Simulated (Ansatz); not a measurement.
# InH3O2 + H2S: a complex and its separated parts, part 1 of 2

Aim: how far the complex at one end of a reaction step lies below its separated, relaxed parts, level by level.

Program: Ansatz 0.2.0, Gaussian basis. Level of theory: PBE0-D4/def2-TZVP structures, single points in def2-TZVPP, no counterpoise correction. These are calculated values, not measurements.

Levels: SPW92, PBE-D4, BLYP-D4, r2SCAN-D4, B97M-V, PBE0-D4, B3LYP-D4, r2SCAN0-D4, BHLYP-D4, CAM-B3LYP-D4, wB97X-V, wB97M-V, B2PLYP, PBE-QIDH, RPA on PBE, Hartree-Fock, MP2, CCSD, CCSD(T).

Correlated methods freeze the cores. Filled d shells of the heavier atoms are correlated. Core potentials replace the inner electrons past krypton, and spin-orbit coupling is left out. B3LYP uses VWN-RPA correlation. B2PLYP carries no dispersion term here.

88 further runs of the same task are left out: 88 set aside as unsound or not needed.

## Step 1: Starting geometry

The complex: 9 atoms, charge 0, spin multiplicity 1.

Atoms are counted from 1 here; the program's logs count them from 0.

Bond lengths: In1–S2 2.834 Å, In1–O3 1.993 Å, In1–O4 2.018 Å, In1–H6 1.700 Å, S2–H5 1.344 Å, S2–H7 1.361 Å, O3–H8 0.959 Å, O4–H9 0.961 Å. Angles: S2–In1–O3 100.4°, S2–In1–O4 78.7°, S2–In1–H6 104.0°, O3–In1–O4 104.2°, O3–In1–H6 129.0°, O4–In1–H6 124.1°, In1–S2–H5 94.8°, In1–S2–H7 70.7°, H5–S2–H7 92.4°, In1–O3–H8 114.2°, In1–O4–H9 111.2°.

Coordinates:

```
In   -0.5017   -0.6478    0.3678
S    -0.0858    2.0245   -0.4794
O     0.7837   -0.7493    1.8875
O     0.6453   -0.9275   -1.2690
H    -1.1286    2.0384   -1.3267
H    -2.1938   -0.8139    0.3849
H     0.6250    1.1832   -1.2786
H     0.3694   -0.7773    2.7519
H     1.4864   -1.3302   -1.0386
```

Its parts: InH3O2 holds atoms 1, 3, 4, 6, 8, 9; H2S holds atoms 2, 5, 7. Each part counts its atoms afresh in its own runs.

## Step 2: Relaxing InH3O2 alone

The input, relax-a/in.yaml:

```yaml
crystal:
  periodic: [false, false, false]
  atoms:
    - {symbol: In, position_ang: [-0.501692, -0.647842, 0.367806]}
    - {symbol: O, position_ang: [0.783710, -0.749311, 1.887493]}
    - {symbol: O, position_ang: [0.645261, -0.927460, -1.269004]}
    - {symbol: H, position_ang: [-2.193849, -0.813949, 0.384922]}
    - {symbol: H, position_ang: [0.369441, -0.777306, 2.751950]}
    - {symbol: H, position_ang: [1.486415, -1.330178, -1.038586]}
basis:
  gaussian: {orbitals: def2-TZVP}
hamiltonian: {xc: pbe0, dispersion: d4}
relax: {f_tol: 0.005, max_steps: 200}
```

Run with:

```console
> ansatz run in.yaml --threads 4 --pin off --events-out ev --progress --plain --max-ram 9574MiB
```

The log of the run (excerpt; [...] marks lines left out):

```text
Functional definition: PBE0
  name "PBE0"
  cite "Adamo & Barone, J. Chem. Phys. 110, 6158 (1999) doi:10.1063/1.478522"
  cite "Perdew, Burke & Ernzerhof, Phys. Rev. Lett. 77, 3865 (1996) doi:10.1103/PhysRevLett.77.3865"
  parent pbe
[...]
915 factors; their error is unknown
[...]
mean field -9314.70373091 eV, -342.3090483779 hartree, gradient 2.4e-5 eV, S^2 0.000000; 0 other end points of the search recorded, 0 dependent functions left out
[...]
reference -9314.70377099 eV, -342.3090498510 hartree; 20, 20 occupied and 110, 110 virtual orbitals, 915 factors
[...]
reference -9314.81386314 eV, -342.3130956628 hartree; 20, 20 occupied and 110, 110 virtual orbitals, 915 factors
Total energy: -9314.88077945 eV, -342.3155547920 hartree
Atom 0 at    -0.493901    -0.834352     0.360854 Å, force    -0.001379     0.000322     0.003133 eV/Å
Atom 1 at     0.772110    -0.819929     1.889820 Å, force     0.001273    -0.000454     0.000932 eV/Å
Atom 2 at     0.598699    -1.066084    -1.266029 Å, force     0.001513    -0.000024    -0.001688 eV/Å
Atom 3 at    -2.178843    -0.681989     0.395513 Å, force    -0.000246    -0.000116    -0.000863 eV/Å
Atom 4 at     0.359451    -0.713311     2.749281 Å, force    -0.001181     0.000567     0.000936 eV/Å
Atom 5 at     1.531770    -1.130381    -1.044858 Å, force     0.000021    -0.000295    -0.002451 eV/Å
Dipole moment:    -0.354156     0.059305     0.340358 e Å
```

Wall time 9 s (4 threads of Arm Neoverse V2, shared host).

Along the way:

| step | energy from step 1 (eV) | largest force component (eV/Å) |
| --- | --- | --- |
| 1 | 0.0000 | 0.6959 |
| 2 | -0.0317 | 2.2774 |
| 3 | -0.1079 | 0.2157 |
| 4 | -0.1099 | 0.0738 |
| 5 | -0.1102 | 0.0065 |
| 6 | -0.1102 | 0.0031 |

Distances of close pairs at the start and the end, largest changes first:

| bond | before (Å) | after (Å) | change (Å) |
| --- | --- | --- | --- |
| In1–O3 | 2.018 | 1.973 | -0.045 |
| In1–H4 | 1.700 | 1.692 | -0.008 |
| In1–O2 | 1.993 | 1.985 | -0.008 |
| O3–H6 | 0.961 | 0.961 | +0.000 |
| O2–H5 | 0.959 | 0.959 | +0.000 |

## Step 3: Relaxing H2S alone

The input, relax-b/in.yaml:

```yaml
crystal:
  periodic: [false, false, false]
  atoms:
    - {symbol: S, position_ang: [-0.085800, 2.024467, -0.479375]}
    - {symbol: H, position_ang: [-1.128562, 2.038434, -1.326687]}
    - {symbol: H, position_ang: [0.624975, 1.183245, -1.278619]}
basis:
  gaussian: {orbitals: def2-TZVP}
hamiltonian: {xc: pbe0, dispersion: d4}
relax: {f_tol: 0.005, max_steps: 200}
```

Run with:

```console
> ansatz run in.yaml --threads 4 --pin off --events-out ev --progress --plain --max-ram 9574MiB
```

The log of the run (excerpt; [...] marks lines left out):

```text
[... 5 set-up lines as earlier in the session ...]
[...]
359 factors; their error is unknown
[...]
mean field -10864.44549046 eV, -399.2610075887 hartree, gradient 2.9e-5 eV, S^2 0.000000; 0 other end points of the search recorded, 0 dependent functions left out
[...]
reference -10864.45048231 eV, -399.2611910358 hartree; 9, 9 occupied and 40, 40 virtual orbitals, 359 factors
Total energy: -10864.46266187 eV, -399.2616386265 hartree
Atom 0 at    -0.081257     2.019808    -0.483295 Å, force     0.000076    -0.000126    -0.000146 eV/Å
Atom 1 at    -1.123850     2.035827    -1.327069 Å, force    -0.000440     0.000228     0.000011 eV/Å
Atom 2 at     0.615720     1.190510    -1.274317 Å, force     0.000364    -0.000102     0.000135 eV/Å
Dipole moment:    -0.045013    -0.105919    -0.212912 e Å
```

Run time: 0.8 s. Hardware: 4 threads of Arm Neoverse V2, shared host.

Step by step:

| step | energy from step 1 (eV) | largest force component (eV/Å) |
| --- | --- | --- |
| 1 | 0.0000 | 0.3158 |
| 2 | -0.0043 | 0.1317 |
| 3 | -0.0050 | 0.0065 |
| 4 | -0.0050 | 0.0004 |

Close pairs (by a distance rule), those that changed most:

| bond | before (Å) | after (Å) | change (Å) |
| --- | --- | --- | --- |
| S1–H3 | 1.361 | 1.341 | -0.019 |
| S1–H2 | 1.344 | 1.341 | -0.002 |

## Step 4: SPW92/def2-TZVPP

The input, parta/in.yaml:

```yaml
crystal:
  periodic: [false, false, false]
  atoms:
    - {symbol: In, position_ang: [-0.493901, -0.834352, 0.360854]}
    - {symbol: O, position_ang: [0.772110, -0.819929, 1.889820]}
    - {symbol: O, position_ang: [0.598699, -1.066084, -1.266029]}
    - {symbol: H, position_ang: [-2.178843, -0.681989, 0.395513]}
    - {symbol: H, position_ang: [0.359451, -0.713311, 2.749281]}
    - {symbol: H, position_ang: [1.531770, -1.130381, -1.044858]}
basis:
  gaussian: {orbitals: def2-TZVPP}
hamiltonian: {xc: lda}
```

The input, partb/in.yaml:

```yaml
crystal:
  periodic: [false, false, false]
  atoms:
    - {symbol: S, position_ang: [-0.081257, 2.019808, -0.483295]}
    - {symbol: H, position_ang: [-1.123850, 2.035827, -1.327069]}
    - {symbol: H, position_ang: [0.615720, 1.190510, -1.274317]}
basis:
  gaussian: {orbitals: def2-TZVPP}
hamiltonian: {xc: lda}
```

Each run has its own folder and the same command.

Run with:

```console
> ansatz run in.yaml --threads 4 --pin off --events-out ev --progress --plain --max-ram 9574MiB
```

parta printed (excerpt; [...] marks lines left out):

```text
Functional definition: SPW92
  name "SPW92"
  cite "Dirac, Proc. Camb. Phil. Soc. 26, 376 (1930) doi:10.1017/S0305004100016108"
  cite "Slater, Phys. Rev. 81, 385 (1951) doi:10.1103/PhysRev.81.385"
  cite "Perdew & Wang, Phys. Rev. B 45, 13244 (1992) doi:10.1103/PhysRevB.45.13244"
[...]
867 factors; their error is unknown
[...]
mean field -9281.03005516 eV, -341.0715636192 hartree, gradient 8.1e-5 eV, S^2 0.000000; 0 other end points of the search recorded, 0 dependent functions left out
reference -9281.03010768 eV, -341.0715655492 hartree; 20, 20 occupied and 134, 134 virtual orbitals, 867 factors
Total energy: -9281.03010768 eV, -341.0715655492 hartree
```

partb printed (excerpt; [...] marks lines left out):

```text
[... 5 set-up lines as earlier in the session ...]
[...]
402 factors; their error is unknown
[...]
mean field -10830.30345338 eV, -398.0063108682 hartree, gradient 1.6e-5 eV, S^2 0.000000; 0 other end points of the search recorded, 0 dependent functions left out
reference -10830.30347422 eV, -398.0063116341 hartree; 9, 9 occupied and 61, 61 virtual orbitals, 402 factors
Total energy: -10830.30347422 eV, -398.0063116341 hartree
```

Wall times: 0.6 s (parta), 0.15 s (partb) on 4 threads of Arm Neoverse V2, shared host.

## Step 5: PBE-D4/def2-TZVPP

The same edit goes into each in.yaml of step 4 (parta, partb):

```diff
-hamiltonian: {xc: lda}
+hamiltonian: {xc: pbe, dispersion: d4}
```

Each run has its own folder and the same command.

Run with:

```console
> ansatz run in.yaml --threads 4 --pin off --events-out ev --progress --plain --max-ram 9574MiB
```

Output in parta (excerpt; [...] marks lines left out):

```text
Functional definition: PBE
  name "PBE"
[... 2 set-up lines as earlier in the session ...]
[...]
867 factors; their error is unknown
[...]
mean field -9315.09194215 eV, -342.3233148779 hartree, gradient 4.5e-5 eV, S^2 0.000000; 0 other end points of the search recorded, 0 dependent functions left out
reference -9315.09199980 eV, -342.3233169963 hartree; 20, 20 occupied and 134, 134 virtual orbitals, 867 factors
Total energy: -9315.17142238 eV, -342.3262357225 hartree
```

Output in partb (excerpt; [...] marks lines left out):

```text
[... 4 set-up lines as earlier in the session ...]
[...]
402 factors; their error is unknown
[...]
mean field -10863.54269378 eV, -399.2278304226 hartree, gradient 3.5e-5 eV, S^2 0.000000; 0 other end points of the search recorded, 0 dependent functions left out
reference -10863.54271603 eV, -399.2278312403 hartree; 9, 9 occupied and 61, 61 virtual orbitals, 402 factors
Total energy: -10863.55775287 eV, -399.2283838341 hartree
```

Times: 0.85 s (parta), 0.2 s (partb) on 4 threads of Arm Neoverse V2, shared host.

## Step 6: BLYP-D4/def2-TZVPP

Each input of step 5 (parta, partb) changes in the same lines:

```diff
-hamiltonian: {xc: pbe, dispersion: d4}
+hamiltonian: {xc: {name: BLYP}, dispersion: d4}
```

One command serves all of them, each in its own folder.

Run with:

```console
> ansatz run in.yaml --threads 4 --pin off --events-out ev --progress --plain --max-ram 9574MiB
```

Output in parta (excerpt; [...] marks lines left out):

```text
Functional definition: BLYP
  name "BLYP"
  cite "Becke, Phys. Rev. A 38, 3098 (1988) doi:10.1103/PhysRevA.38.3098"
  cite "Lee, Yang & Parr, Phys. Rev. B 37, 785 (1988) doi:10.1103/PhysRevB.37.785"
[...]
867 factors; their error is unknown
[...]
mean field -9317.60630872 eV, -342.4157161451 hartree, gradient 6.8e-5 eV, S^2 0.000000; 0 other end points of the search recorded, 0 dependent functions left out
reference -9317.60665997 eV, -342.4157290531 hartree; 20, 20 occupied and 134, 134 virtual orbitals, 867 factors
Total energy: -9317.77845574 eV, -342.4220424314 hartree
```

Output in partb (excerpt; [...] marks lines left out):

```text
[... 4 set-up lines as earlier in the session ...]
[...]
402 factors; their error is unknown
[...]
mean field -10868.21006155 eV, -399.3993530245 hartree, gradient 2.4e-5 eV, S^2 0.000000; 0 other end points of the search recorded, 0 dependent functions left out
reference -10868.21027541 eV, -399.3993608837 hartree; 9, 9 occupied and 61, 61 virtual orbitals, 402 factors
Total energy: -10868.24596764 eV, -399.4006725492 hartree
```

They took 1 s (parta), 0.2 s (partb) on 4 threads of Arm Neoverse V2, shared host.

## Step 7: r2SCAN-D4/def2-TZVPP

The same edit goes into each in.yaml of step 6 (parta, partb):

```diff
-hamiltonian: {xc: {name: BLYP}, dispersion: d4}
+hamiltonian: {xc: r2scan, dispersion: d4}
```

One command serves all of them, each in its own folder.

Run with:

```console
> ansatz run in.yaml --threads 4 --pin off --events-out ev --progress --plain --max-ram 9574MiB
```

Log of parta (excerpt; [...] marks lines left out):

```text
Functional definition: r2SCAN
  name "r2SCAN"
  cite "Furness, Kaplan, Ning, Perdew & Sun, J. Phys. Chem. Lett. 11, 8208 (2020) doi:10.1021/acs.jpclett.0c02405"
  cite "Furness, Kaplan, Ning, Perdew & Sun, J. Phys. Chem. Lett. 11, 9248 (2020) doi:10.1021/acs.jpclett.0c03077"
  parent r2scan
[...]
867 factors; their error is unknown
[...]
mean field -9319.32235022 eV, -342.4787795069 hartree, gradient 3.7e-5 eV, S^2 0.000000; 0 other end points of the search recorded, 0 dependent functions left out
reference -9319.32236838 eV, -342.4787801745 hartree; 20, 20 occupied and 134, 134 virtual orbitals, 867 factors
Total energy: -9319.34040113 eV, -342.4794428659 hartree
```

Log of partb (excerpt; [...] marks lines left out):

```text
[... 5 set-up lines as earlier in the session ...]
[...]
402 factors; their error is unknown
[...]
mean field -10867.52470963 eV, -399.3741668062 hartree, gradient 2.3e-5 eV, S^2 0.000000; 0 other end points of the search recorded, 0 dependent functions left out
reference -10867.52471633 eV, -399.3741670523 hartree; 9, 9 occupied and 61, 61 virtual orbitals, 402 factors
Total energy: -10867.52806461 eV, -399.3742900995 hartree
```

They took 1.8 s (parta), 0.55 s (partb) on 4 threads of Arm Neoverse V2, shared host.

## Step 8: B97M-V/def2-TZVPP

The same edit goes into each in.yaml of step 7 (parta, partb):

```diff
-hamiltonian: {xc: r2scan, dispersion: d4}
+hamiltonian: {xc: {name: B97M-V}}
```

Each run has its own folder and the same command.

Run with:

```console
> ansatz run in.yaml --threads 4 --pin off --events-out ev --progress --plain --max-ram 9574MiB
```

parta printed (excerpt; [...] marks lines left out):

```text
Functional definition: B97M-V
  name "B97M-V"
  cite "Mardirossian & Head-Gordon, J. Chem. Phys. 142, 074111 (2015) doi:10.1063/1.4907719"
  cite "Becke, J. Chem. Phys. 107, 8554 (1997) doi:10.1063/1.475007"
  cite "Vydrov & Van Voorhis, J. Chem. Phys. 133, 244103 (2010) doi:10.1063/1.3521275"
  # Of w^i u^j: cxij and so on, Table III.
[...]
  gx(w, u) = cx00 + cx01*u + cx02*u^2 + (cx10 + cx11*u)*w
[...]
  gos(w, u) = cos00 + cos01*u + cos03*u^3 + cos10*w + cos32*w^3*u^2
[...]
      + integral(e_c_pw_mod_opposite_spin*gos(b97_w_opposite, b97_u_opposite)) + vv10(b, c)
867 factors; their error is unknown
[...]
mean field -9318.15483279 eV, -342.4358740329 hartree, gradient 7.0e-5 eV, S^2 0.000000; 0 other end points of the search recorded, 0 dependent functions left out
reference -9318.15491544 eV, -342.4358770701 hartree; 20, 20 occupied and 134, 134 virtual orbitals, 867 factors
Total energy: -9318.15491544 eV, -342.4358770701 hartree
```

partb printed (excerpt; [...] marks lines left out):

```text
[... 5 set-up lines as earlier in the session ...]
  # Of w^i u^j: cxij and so on, Table III.
[...]
  gx(w, u) = cx00 + cx01*u + cx02*u^2 + (cx10 + cx11*u)*w
[...]
  gos(w, u) = cos00 + cos01*u + cos03*u^3 + cos10*w + cos32*w^3*u^2
[...]
      + integral(e_c_pw_mod_opposite_spin*gos(b97_w_opposite, b97_u_opposite)) + vv10(b, c)
402 factors; their error is unknown
[...]
mean field -10865.55701820 eV, -399.3018554798 hartree, gradient 2.2e-5 eV, S^2 0.000000; 0 other end points of the search recorded, 0 dependent functions left out
reference -10865.55705285 eV, -399.3018567532 hartree; 9, 9 occupied and 61, 61 virtual orbitals, 402 factors
Total energy: -10865.55705285 eV, -399.3018567532 hartree
```

Wall times: 3.5 s (parta), 0.65 s (partb) on 4 threads of Arm Neoverse V2, shared host.

## Step 9: PBE0-D4/def2-TZVPP

Each input of step 8 (parta, partb) changes in the same lines:

```diff
-hamiltonian: {xc: {name: B97M-V}}
+hamiltonian: {xc: pbe0, dispersion: d4}
+output: {orbitals: {seedname: orbitals}}
```

Each run has its own folder and the same command.

Run with:

```console
> ansatz run in.yaml --threads 4 --pin off --events-out ev --progress --plain --max-ram 9574MiB
```

Log of parta (excerpt; [...] marks lines left out):

```text
[... 5 set-up lines as earlier in the session ...]
[...]
960 factors; their error is unknown
[...]
mean field -9314.90815637 eV, -342.3165608751 hartree, gradient 4.1e-5 eV, S^2 0.000000; 0 other end points of the search recorded, 0 dependent functions left out
reference -9314.90819693 eV, -342.3165623655 hartree; 20, 20 occupied and 134, 134 virtual orbitals, 960 factors
Total energy: -9314.97511325 eV, -342.3190214950 hartree
```

partb printed (excerpt; [...] marks lines left out):

```text
[... 5 set-up lines as earlier in the session ...]
[...]
433 factors; their error is unknown
[...]
mean field -10864.48423327 eV, -399.2624313607 hartree, gradient 4.9e-6 eV, S^2 0.000000; 0 other end points of the search recorded, 0 dependent functions left out
reference -10864.48424989 eV, -399.2624319714 hartree; 9, 9 occupied and 61, 61 virtual orbitals, 433 factors
Total energy: -10864.49642945 eV, -399.2628795620 hartree
```

They took 1.3 s (parta), 0.2 s (partb) on 4 threads of Arm Neoverse V2, shared host.

## Step 10: B3LYP-D4/def2-TZVPP

Each input of step 9 (parta, partb) changes in the same lines:

```diff
-hamiltonian: {xc: pbe0, dispersion: d4}
-output: {orbitals: {seedname: orbitals}}
+hamiltonian: {xc: {name: B3LYP}, dispersion: d4}
```

The same command starts each run, in its folder.

Run with:

```console
> ansatz run in.yaml --threads 4 --pin off --events-out ev --progress --plain --max-ram 9574MiB
```

Output in parta (excerpt; [...] marks lines left out):

```text
Functional definition: B3LYP
  name "B3LYP"
  cite "Stephens, Devlin, Chabalowski & Frisch, J. Phys. Chem. 98, 11623 (1994) doi:10.1021/j100096a001"
[... 2 set-up lines as earlier in the session ...]
  cite "Vosko, Wilk & Nusair, Can. J. Phys. 58, 1200 (1980) doi:10.1139/p80-159"
[...]
944 factors; their error is unknown
[...]
mean field -9321.29231784 eV, -342.5511744817 hartree, gradient 1.6e-5 eV, S^2 0.000000; 0 other end points of the search recorded, 0 dependent functions left out
reference -9321.29257846 eV, -342.5511840593 hartree; 20, 20 occupied and 134, 134 virtual orbitals, 944 factors
Total energy: -9321.42206458 eV, -342.5559425865 hartree
```

Log of partb (excerpt; [...] marks lines left out):

```text
[... 6 set-up lines as earlier in the session ...]
[...]
414 factors; their error is unknown
[...]
mean field -10868.95565666 eV, -399.4267531396 hartree, gradient 4.3e-6 eV, S^2 0.000000; 0 other end points of the search recorded, 0 dependent functions left out
reference -10868.95581439 eV, -399.4267589358 hartree; 9, 9 occupied and 61, 61 virtual orbitals, 414 factors
Total energy: -10868.98024968 eV, -399.4276569164 hartree
```

They took 1.3 s (parta), 0.25 s (partb) on 4 threads of Arm Neoverse V2, shared host.

## Step 11: r2SCAN0-D4/def2-TZVPP

Each input of step 10 (parta, partb) changes in the same lines:

```diff
-hamiltonian: {xc: {name: B3LYP}, dispersion: d4}
+hamiltonian: {xc: {name: r2SCAN0}, dispersion: d4}
```

Each run has its own folder and the same command.

Run with:

```console
> ansatz run in.yaml --threads 4 --pin off --events-out ev --progress --plain --max-ram 9574MiB
```

Log of parta (excerpt; [...] marks lines left out):

```text
Functional definition: r2SCAN0
  name "r2SCAN0"
  cite "Bursch, Neugebauer, Ehlert & Grimme, J. Chem. Phys. 156, 134105 (2022) doi:10.1063/5.0086040"
[... 3 set-up lines as earlier in the session ...]
[...]
960 factors; their error is unknown
[...]
mean field -9317.63536043 eV, -342.4167837757 hartree, gradient 7.7e-5 eV, S^2 0.000000; 0 other end points of the search recorded, 0 dependent functions left out
reference -9317.63537412 eV, -342.4167842787 hartree; 20, 20 occupied and 134, 134 virtual orbitals, 960 factors
Total energy: -9317.65711784 eV, -342.4175833456 hartree
```

Log of partb (excerpt; [...] marks lines left out):

```text
[... 6 set-up lines as earlier in the session ...]
[...]
433 factors; their error is unknown
[...]
mean field -10867.41045110 eV, -399.3699678826 hartree, gradient 1.3e-5 eV, S^2 0.000000; 0 other end points of the search recorded, 0 dependent functions left out
reference -10867.41045644 eV, -399.3699680789 hartree; 9, 9 occupied and 61, 61 virtual orbitals, 433 factors
Total energy: -10867.41431451 eV, -399.3701098602 hartree
```

Times: 2 s (parta), 0.55 s (partb) on 4 threads of Arm Neoverse V2, shared host.

## Step 12: BHLYP-D4/def2-TZVPP

The same edit goes into each in.yaml of step 11 (parta, partb):

```diff
-hamiltonian: {xc: {name: r2SCAN0}, dispersion: d4}
+hamiltonian: {xc: {name: BHLYP}, dispersion: d4}
```

One command serves all of them, each in its own folder.

Run with:

```console
> ansatz run in.yaml --threads 4 --pin off --events-out ev --progress --plain --max-ram 9574MiB
```

Log of parta (excerpt; [...] marks lines left out):

```text
Functional definition: BHLYP
  name "BHLYP"
  cite "Becke, J. Chem. Phys. 98, 1372 (1993) doi:10.1063/1.464304"
[... 2 set-up lines as earlier in the session ...]
[...]
1056 factors; their error is unknown
[...]
mean field -9315.03941194 eV, -342.3213844283 hartree, gradient 6.3e-5 eV, S^2 0.000000; 0 other end points of the search recorded, 0 dependent functions left out
reference -9315.03958189 eV, -342.3213906737 hartree; 20, 20 occupied and 134, 134 virtual orbitals, 1056 factors
Total energy: -9315.14893077 eV, -342.3254091712 hartree
```

Output in partb (excerpt; [...] marks lines left out):

```text
[... 5 set-up lines as earlier in the session ...]
[...]
453 factors; their error is unknown
[...]
mean field -10868.25161424 eV, -399.4008800577 hartree, gradient 1.3e-5 eV, S^2 0.000000; 0 other end points of the search recorded, 0 dependent functions left out
reference -10868.25172094 eV, -399.4008839789 hartree; 9, 9 occupied and 61, 61 virtual orbitals, 453 factors
Total energy: -10868.26804814 eV, -399.4014839926 hartree
```

Times: 1.2 s (parta), 0.25 s (partb) on 4 threads of Arm Neoverse V2, shared host.

(Continued in part 2 of 2.)
